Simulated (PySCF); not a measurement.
# [Lu(HCN)]3+: other functionals and bases at one geometry

The task here is to estimate one member of a computed series from the others.

Method: several levels, as the steps say, no spin–orbit coupling; program: PySCF 2.14.0.

1 further run of the same task is left out (for a known fault of the program).

## Starting geometry

4 atoms, charge 3, spin multiplicity 1.

Bond lengths: Lu1–N2 2.145 Å, N2–C3 1.167 Å, C3–H4 1.118 Å. Angles: Lu1–N2–C3 180.0°, N2–C3–H4 180.0°.

Geometry (Å):

```xyz
4

Lu    0.0000    0.0000   -0.1974
N     0.0000    0.0000    1.9473
C     0.0000    0.0000    3.1142
H     0.0000    0.0000    4.2326
```

Formal oxidation states: Lu +3. Each metal's 14 4f electrons lie in its core potential, so multiplicities, spins and levels count the valence alone. An earlier session relaxed this geometry at PBE0, Lu lcecp-1-SVP with ECP60, N def2-SVP, C def2-SVP, H def2-SVP (singlet, point group C∞v).

At PBE0 on the finer grid: E = -131.877118 Eh, HOMO -27.47 eV, LUMO -20.10 eV, Mulliken charge on Lu1 +2.46 e, largest force component 0.002 eV/Å. 

Levels to run: wB97X; M06-L; PBE0, TZVP. Hardware: 2 threads of Intel Xeon at 2.50GHz (Skylake/Cascade Lake), shared host.

The first run:

The input, run.py (the lines that set the calculation):

```python
mol = gto.M(atom='''
Lu     0.00000     0.00000    -0.19744
N      0.00000     0.00000     1.94734
C      0.00000     0.00000     3.11424
H      0.00000     0.00000     4.23257''',
    basis={'Lu': 'lcecp-1-SVP', 'N': 'def2-SVP', 'C': 'def2-SVP', 'H': 'def2-SVP'},
    ecp={'Lu': 'lcecp-1-SVP'},
    charge=3, spin=0)
mf = dft.RKS(mol, xc='WB97X')
mf.grids.atom_grid = (75, 302)  # f atoms: unpruned, at least (60, 302)
mf = mf.density_fit()  # fitting sets: Lu AutoAux, N def2-universal-JKFIT, C def2-universal-JKFIT, H def2-universal-JKFIT
mf.conv_tol = 1e-08; mf.max_cycle = 55
mf.kernel(dm0)  # dm0: the density of the relaxed state
```

Command:

```sh
> OMP_NUM_THREADS=2 python run.py
```

Among the steps run: wB97X; M06-L; PBE0, TZVP.

One of the session's tables, all rows but one given; the rest of the session is left out.

| level | HOMO (eV) | gap (eV) | charge on Lu1 (e) | dipole (D) | largest force component (eV/Å) |
| --- | --- | --- | --- | --- | --- |
| PBE0 (relaxed here) | -27.47 | 7.37 | 2.46 | 5.56 | 0.00 |
| wB97X | ? | ? | ? | ? | ? |
| M06-L | -26.23 | 5.85 | 2.49 | 5.52 | 0.54 |
| PBE0, TZVP | -27.38 | 7.31 | 2.57 | 5.62 | 0.86 |

**Question.** Estimate the row for wB97X.

**Answer.** HOMO (eV): -29.80; gap (eV): 12.34; charge on Lu1 (e): 2.48; dipole (D): 5.25; largest force component (eV/Å): 0.54. In the column «HOMO (eV)» it is the lowest.

The dipole of a charged species depends on the origin, so these sizes hold for this origin alone.

In one basis the HOMO–LUMO gap runs from 5.85 eV (M06-L) to 12.34 eV (wB97X). The largest leftover force, 0.86 eV/Å with PBE0, TZVP, stands at a geometry relaxed at another level. With 4f in the core, its levels are missing from HOMO and gap, and its count is fixed, so no charge can pass from the ligands into it. Total energies of different levels can't be compared.
